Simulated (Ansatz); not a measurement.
# C₂H₆Cl₂F₂O₂W: one species, many methods

The task here is to estimate one member of a computed series from the others.

Method: functionals in def2-TZVPP, the program's frozen cores in correlated methods; program: Ansatz 0.2.0, Gaussian basis.

The runs, in order: LDA (SPW92), PBE-D4, revPBE-D4, BLYP-D4, r2SCAN-D4, B97M-V, PBE0-D4, B3LYP-D4, r2SCANh-D4, r2SCAN0-D4, HSE06-D4, BHLYP-D4, CAM-B3LYP-D4, LC-ωPBE, ωB97X-V, ωB97M-V, B2PLYP, PBE-QIDH; CCSD(T)/def2-SVP; CCSD(T)/def2-TZVPP; MP2/def2-QZVPP; extrapolation to the limit; RPA on PBE.

### Structure used throughout

An earlier PBE0-D4 in a triple-zeta def2 set relaxation fixed the geometry. W takes the def2 core potential; no spin-orbit term is included.

SMILES `C[O][W]([F])([F])([Cl])([Cl])[O]C`, 15 atoms, charge 0, spin multiplicity 1.

Atoms are counted from 1 here; the program's logs count them from 0.

Bond lengths: C1–O2 1.400 Å, C1–H10 1.095 Å, C1–H11 1.091 Å, C1–H12 1.093 Å, O2–W3 1.835 Å, W3–F4 1.863 Å, W3–F5 1.872 Å, W3–Cl6 2.324 Å, W3–Cl7 2.339 Å, W3–O8 1.819 Å, O8–C9 1.395 Å, C9–H13 1.091 Å, C9–H14 1.094 Å, C9–H15 1.094 Å. Angles: O2–C1–H10 108.3°, O2–C1–H11 108.9°, O2–C1–H12 109.5°, H10–C1–H11 110.1°, H10–C1–H12 109.5°, H11–C1–H12 110.5°, C1–O2–W3 139.4°, O2–W3–F4 92.5°, O2–W3–F5 87.6°, O2–W3–Cl6 172.8°, O2–W3–Cl7 87.9°, O2–W3–O8 97.7°, F4–W3–F5 89.4°, F4–W3–Cl6 90.0°, F4–W3–Cl7 177.1°, F4–W3–O8 93.2°, F5–W3–Cl6 85.7°, F5–W3–Cl7 87.7° and more.

Coordinates:

```xyz
15
charge 0, multiplicity 1
C     1.9030    0.0247   -2.0023
O     0.7391   -0.2616   -1.2783
W    -0.4954    0.5974   -0.2273
F    -1.8884    0.2011   -1.3990
F    -0.1365    2.1488   -1.2112
Cl   -1.9281    1.9327    1.0245
Cl    1.2610    1.2031    1.1932
O    -0.8898   -0.7964    0.8738
C    -1.2298   -1.2529    2.1474
H     2.7204    0.1835   -1.2916
H     2.1315   -0.8204   -2.6526
H     1.7523    0.9321   -2.5929
H    -1.5635   -2.2891    2.0794
H    -0.3477   -1.1822    2.7899
H    -2.0280   -0.6208    2.5470
```

The first run:

File in.yaml:

```yaml
crystal:
  periodic: [false, false, false]
  atoms:
    - {symbol: C, position_ang: [1.902954, 0.024708, -2.002291]}
    - {symbol: O, position_ang: [0.739109, -0.261551, -1.278329]}
    - {symbol: W, position_ang: [-0.495370, 0.597358, -0.227255]}
    - {symbol: F, position_ang: [-1.888368, 0.201147, -1.399025]}
    - {symbol: F, position_ang: [-0.136518, 2.148795, -1.211201]}
    - {symbol: Cl, position_ang: [-1.928094, 1.932677, 1.024531]}
    - {symbol: Cl, position_ang: [1.260985, 1.203083, 1.193241]}
    - {symbol: O, position_ang: [-0.889812, -0.796359, 0.873826]}
    - {symbol: C, position_ang: [-1.229782, -1.252904, 2.147431]}
    - {symbol: H, position_ang: [2.720377, 0.183518, -1.291590]}
    - {symbol: H, position_ang: [2.131478, -0.820442, -2.652647]}
    - {symbol: H, position_ang: [1.752252, 0.932084, -2.592947]}
    - {symbol: H, position_ang: [-1.563498, -2.289057, 2.079392]}
    - {symbol: H, position_ang: [-0.347708, -1.182229, 2.789877]}
    - {symbol: H, position_ang: [-2.027994, -0.620838, 2.547017]}
basis:
  gaussian: {orbitals: def2-TZVPP}
hamiltonian: {xc: lda}
output: {orbitals: {seedname: orbitals}}
```

Started as:

```sh
ansatz run in.yaml --threads 4 --pin off --events-out ev --progress --plain --max-ram 41984MiB --backend cuda --devices 0, --max-vram 37GiB
```

Among the steps run: LDA; PBE-D4 (GGA); revPBE-D4 (GGA); BLYP-D4 (GGA); r2SCAN-D4 (meta-GGA); B97M-V (meta-GGA); B3LYP-D4 (hybrid); r2SCANh-D4 (hybrid); r2SCAN0-D4 (hybrid); HSE06-D4 (hybrid); BHLYP-D4 (hybrid); CAM-B3LYP-D4 (range-separated); LC-ωPBE (range-separated); ωB97X-V (range-separated); ωB97M-V (range-separated); B2PLYP (double hybrid); PBE-QIDH (double hybrid).

One table of the session follows, with a row left open; its other results are not shown here.

It belongs to the step «Orbital energies across the functionals». 

| functional | HOMO (eV) | LUMO (eV) | gap (eV) |
| --- | --- | --- | --- |
| LDA (SPW92) | -7.30 | -4.28 | 3.01 |
| PBE-D4 | -7.13 | -4.09 | 3.04 |
| revPBE-D4 | ? | ? | ? |
| BLYP-D4 | -6.97 | -3.99 | 2.98 |
| r2SCAN-D4 | -7.50 | -4.16 | 3.34 |
| B97M-V | -7.61 | -4.18 | 3.43 |
| PBE0-D4 | -8.54 | -3.56 | 4.97 |
| B3LYP-D4 | -8.26 | -3.75 | 4.51 |
| r2SCANh-D4 | -8.02 | -3.94 | 4.07 |
| r2SCAN0-D4 | -8.79 | -3.60 | 5.19 |
| HSE06-D4 | -8.13 | -3.93 | 4.20 |
| BHLYP-D4 | -9.81 | -2.85 | 6.96 |
| CAM-B3LYP-D4 | -9.88 | -2.58 | 7.30 |
| LC-ωPBE | -11.26 | -1.50 | 9.76 |
| ωB97X-V | -10.91 | -1.57 | 9.34 |
| ωB97M-V | -10.76 | -1.58 | 9.18 |

Q: Estimate the row for revPBE-D4 from the others.

**Answer.** HOMO (eV): -7.06; LUMO (eV): -4.01; gap (eV): 3.05. In the column «HOMO (eV)» it lies between PBE-D4 (-7.13) and BLYP-D4 (-6.97).
